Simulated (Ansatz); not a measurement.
SiC, space group Cmc2_1, a single point from a YAML input

Run with the Python package of Ansatz (0.2.0).

`input.yaml`
```yaml
crystal:
  lattice:
    - [1.5389, -2.6675, 0.0]
    - [1.5389, 2.6675, 0.0]
    - [0.0, 0.0, 15.1219]
  atoms:
    - { symbol: Si, position: [0.1673, 0.8327, 0.858] }
    - { symbol: Si, position: [0.8327, 0.1673, 0.358] }
    - { symbol: Si, position: [0.5007, 0.4993, 0.5241] }
    - { symbol: Si, position: [0.4993, 0.5007, 0.0241] }
    - { symbol: Si, position: [0.8357, 0.1643, 0.69124] }
    - { symbol: Si, position: [0.1643, 0.8357, 0.19124] }
    - { symbol: C, position: [0.496, 0.504, 0.6503] }
    - { symbol: C, position: [0.504, 0.496, 0.1503] }
    - { symbol: C, position: [0.16, 0.84, 0.9817] }
    - { symbol: C, position: [0.84, 0.16, 0.4817] }
    - { symbol: C, position: [0.829, 0.171, 0.8168] }
    - { symbol: C, position: [0.171, 0.829, 0.3168] }
kpoints:
  mp_grid: { kspacing: 0.4 }
hamiltonian:
  xc: pbe
scf:
  occupations: { method: gaussian, width: 0.3 }
  n_extra_bands: 16
basis:
  ecutwfc: "600 eV"
output:
  forces: true
```

The script, `sic_yaml_run.py`:
```python
"""Run a YAML input for SiC from Python."""

import json
import warnings

import ansatz as az
import numpy as np
import yaml


def main() -> None:
    warnings.simplefilter("ignore", az.DeckWarning)

    with open("input.yaml") as handle:
        tree = yaml.safe_load(handle)
    print("sections:", list(tree))
    planned = az.Session.from_dict(tree).plan(threads=1, pin="off")
    result = planned.execute()
    data = result.report

    print(f"free energy      {data['free_energy_ev']:.5f} eV")
    print(f"per atom         {data['free_energy_ev'] / len(result.lattice.sites):.5f} eV")
    print(f"SCF iterations   {data['n_iterations']}  (converged: {data['converged']})")

    # forces in eV per angstrom
    forces = np.array(data["forces_ev_ang"])
    norms = np.linalg.norm(forces, axis=1)
    print("largest force {:.4f} eV/A on atom {}".format(norms.max(), norms.argmax()))
    print(np.array2string(forces, precision=4, suppress_small=True))

    used = data["setup"]
    print("cutoffs (eV):", used["ecut_ev"], used["ecutrho_ev"], " FFT grid:", used["fft_dense"])
    print("cell volume {:.3f} A^3, {} symmetry operations".format(used["cell_volume_ang3"], used["n_sym_ops"]))

    keep = ["free_energy_ev", "energy_sigma0_ev", "fermi_energy_ev", "n_iterations", "converged", "magnetization_mub", "n_kpoints"]
    with open("sic.json", "w") as handle:
        json.dump({key: data[key] for key in keep}, handle, indent=1)


if __name__ == "__main__":
    main()
```

```console
$ python sic_yaml_run.py
sections: ['crystal', 'kpoints', 'hamiltonian', 'scf', 'basis', 'output']
free energy      -5322.86975 eV
per atom         -443.57248 eV
SCF iterations   6  (converged: True)
largest force 0.7290 eV/A on atom 8
[[ 0.      0.5122 -0.229 ]
 [ 0.     -0.5122 -0.229 ]
 [ 0.     -0.4475  0.104 ]
 [ 0.      0.4475  0.104 ]
 [ 0.      0.6532  0.2135]
 [ 0.     -0.6532  0.2135]
 [ 0.     -0.6119 -0.2924]
 [ 0.      0.6119 -0.2924]
 [ 0.     -0.5975  0.4176]
 [ 0.      0.5975  0.4176]
 [ 0.     -0.5235 -0.2136]
 [ 0.      0.5235 -0.2136]]
cutoffs (eV): 600.0 2400.0  FFT grid: [25, 25, 125]
cell volume 124.151 A^3, 4 symmetry operations
```

File `sic.json` afterwards:
```json
{
 "free_energy_ev": -5322.869749697848,
 "energy_sigma0_ev": -5322.869749467282,
 "fermi_energy_ev": 10.559615497595107,
 "n_iterations": 6,
 "converged": true,
 "magnetization_mub": 0.0,
 "n_kpoints": 26
}
```

Notes:
- The settings weren't tested for convergence.
- The starting cell is as deposited in a crystallographic database; the results hold for this polymorph, which needn't be the stable one.
- Finished in 20 s on 1 thread of Arm Neoverse N1 (shared host), peak memory 0.5 GiB.
